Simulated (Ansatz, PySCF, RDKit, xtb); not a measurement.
**CH5BrSi: a search for the lowest isomer**

Given the formula CH5BrSi and nothing else, which arrangement of the atoms is the most stable in the gas at 400 K, and what are its properties?

Plan: many cheap relaxations first (GFN2-xTB), then density-functional screening, relaxation at PBE0-D3(BJ)/def2-SVP, vibrations and a final energy. The numbers are computed, not measured.

4 further runs of the same task are left out: 4 set aside as unsound or not needed.

## Step 1: Candidates

All bonding patterns within simple valence rules are listed by program: one Lewis structure each, at most two rings and one unusual centre or charged pair. O–O, O–halogen and N–halogen bonds and N–N–N chains are not drawn. That gives 2 candidates.

```tsv
label	SMILES	spin
c333	[SiH3]CBr	singlet
c554	C[SiH2]Br	singlet
```

Candidates are built by distance geometry, with a force field where one applies, in up to four conformers (letters a to d). 6 starts with atoms placed at random are added, to find patterns that the rules miss.

Q: Predict the outcome of this search (final energies at CCSD(T)/def2-TZVP).

| quantity | value |
| --- | --- |
| lowest structure found | C[SiH2]Br, singlet, Cs |
| next finalist | [SiH3]CBr, singlet, 36.4 kcal/mol higher in G |
| share at equilibrium, among the finalists | 100.0 % |
| harmonic wavenumbers, lowest and highest (PBE0-D3(BJ)/def2-SVP) | 173 and 3180 cm⁻¹ |
| rotational constants, same geometry | 0.5003, 0.08262, 0.07376 cm⁻¹ |
| dipole moment (PBE0/def2-TZVPD) | 1.96 D |
| HOMO energy (PBE0/def2-TZVPD) | -8.28 eV |
| LUMO energy (PBE0/def2-TZVPD) | -0.18 eV |
| HOMO–LUMO gap (PBE0/def2-TZVPD) | 8.11 eV |
| lowest excitation (TD-PBE0/def2-SVPD) | 6.71 eV (f = 0.018) |
| strongest of the states computed, same level | 7.57 eV (f = 0.056) |
| lowest triplet excitation, same level, Tamm-Dancoff | 6.29 eV |
| vertical ionisation energy | 10.47 eV |
| vertical electron affinity | -0.98 eV (unbound: the value depends on the basis) |
| vertical triplet less singlet | +6.43 eV |

`C[SiH2]Br` comes out lowest. The margin of 36.4 kcal/mol over the next finalist is beyond the usual error of the last level; it says nothing of structures that weren't ranked. GFN2-xTB, HF/STO-3G, r2SCAN-D4/def2-SVP, PBE0-D3(BJ)/def2-SVP, HF/def2-TZVP and MP2/def2-TZVP already put its bonding pattern lowest among the structures in one piece. Lowest found is not proven lowest: the search is finite, and each finalist counts with one conformer. Patterns outside the rules of the enumeration were met only by chance. The lowest isomer need not be the one that is made and kept in a bottle, which depends on barriers.
